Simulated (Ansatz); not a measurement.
# Ge₂H₃ (doublet): from Hartree-Fock to the top rungs at distance Ge1–H3 = 2.141 Å, cc-pVDZ

Aim: climb from Hartree-Fock through coupled cluster and multireference methods for Ge₂H₃ (doublet) at one geometry and basis, and see what each rung misses.

Program: Ansatz 0.2.0, Gaussian basis. Level of theory: cc-pVDZ, core rule «outside noble gas», up to 28 orbitals frozen. These are calculated values, not measurements.

The runs, in order: UHF; CCSD(T) on ROHF; CCSD(T) on UHF; BCCD(T) on ROHF; CISD; CCSDT(Q) on ROHF; CCSDT(Q) on UHF; CASSCF and MRCISD+Q, 3 electrons in 3 orbitals; CASSCF and NEVPT2, 3 electrons in 3 orbitals.

25 further runs of the same task are left out: 1 for a known fault of the program, 1 for a mislabelled method, 15 that didn't finish, 8 set aside as unsound or not needed.

## (1) The system

The geometry derives from a PBE0/def2-TZVP stationary point (not a proven minimum). One bond is set to the value named and the two fragments are kept rigid. No spin-orbit coupling is included. The filled d shell of Ge may be among the frozen orbitals whatever the setting's name suggests; the logs give the count.

5 atoms, charge 0, spin multiplicity 2.

Atoms are counted from 1 here; the program's logs count them from 0.

Bond lengths: Ge1–Ge2 2.405 Å, Ge1–H4 1.548 Å, Ge2–H5 1.595 Å. Angles: Ge2–Ge1–H4 123.8°, Ge1–Ge2–H5 87.5°.

## (2) UHF

File in.yaml:

```yaml
crystal:
  periodic: [false, false, false]
  atoms:
    - {symbol: Ge, position_ang: [0.000000, 0.010045, 1.178711]}
    - {symbol: Ge, position_ang: [0.000000, -0.037478, -1.225890]}
    - {symbol: H, position_ang: [0.000000, 1.678050, 2.520963]}
    - {symbol: H, position_ang: [0.000000, -1.258381, 2.066087]}
    - {symbol: H, position_ang: [0.000000, 1.557384, -1.186989]}
basis:
  gaussian: {orbitals: cc-pVDZ}
magnetization: {spin_polarized: true, initial_magnetization: 1}
hamiltonian: {xc: hf}
output: {orbitals: {seedname: orbitals}}
```

Launch:

```bash
> ansatz run in.yaml --threads 1 --pin off --events-out ev --progress --plain --max-ram 2393MiB
```

After this run come: CCSD(T) on ROHF; CCSD(T) on UHF; BCCD(T) on ROHF; CISD; CCSDT(Q) on ROHF; CCSDT(Q) on UHF; CASSCF and MRCISD+Q, 3 electrons in 3 orbitals; CASSCF and NEVPT2, 3 electrons in 3 orbitals.

**Question.** What will the summary of the whole plan be? Wanted: UCCSDT(Q) below the RHF energy; RMP2 from UCCSDT(Q); UMP2 from UCCSDT(Q); RCCSD from UCCSDT(Q); RCCSD(T) from UCCSDT(Q); UCCSD(T) from UCCSDT(Q); RCCSDT(Q) from UCCSDT(Q); NEVPT2 pair from UCCSDT(Q); MRCISD+Q pair from UCCSDT(Q).

**Answer**, as computed:

```
                         quantity                      value
   UCCSDT(Q) below the RHF energy                 -6.0749 eV
              RMP2 from UCCSDT(Q)            +33.51 kcal/mol
              UMP2 from UCCSDT(Q)            +36.34 kcal/mol
             RCCSD from UCCSDT(Q)             +6.47 kcal/mol
          RCCSD(T) from UCCSDT(Q)             +1.48 kcal/mol
          UCCSD(T) from UCCSDT(Q)             +1.60 kcal/mol
         RCCSDT(Q) from UCCSDT(Q)             +0.03 kcal/mol
       NEVPT2 pair from UCCSDT(Q)            +29.09 kcal/mol
     MRCISD+Q pair from UCCSDT(Q)             +1.50 kcal/mol
levels within 1 kcal/mol (43 meV)  RCCSDT, UCCSDT, RCCSDT(Q)
                    T1 diagnostic                      0.022
```

What this shows: RCCSD(T) misses by +1.48 kcal/mol, 1.1 % of the correlation energy. Of the multireference levels listed MRCISD+Q pair comes nearest in total energy (+1.50 kcal/mol), which doesn't show that its space is the better one. These misses are within one basis, not against nature; the frozen cores of restricted and unrestricted runs differ, which can shift their rows.
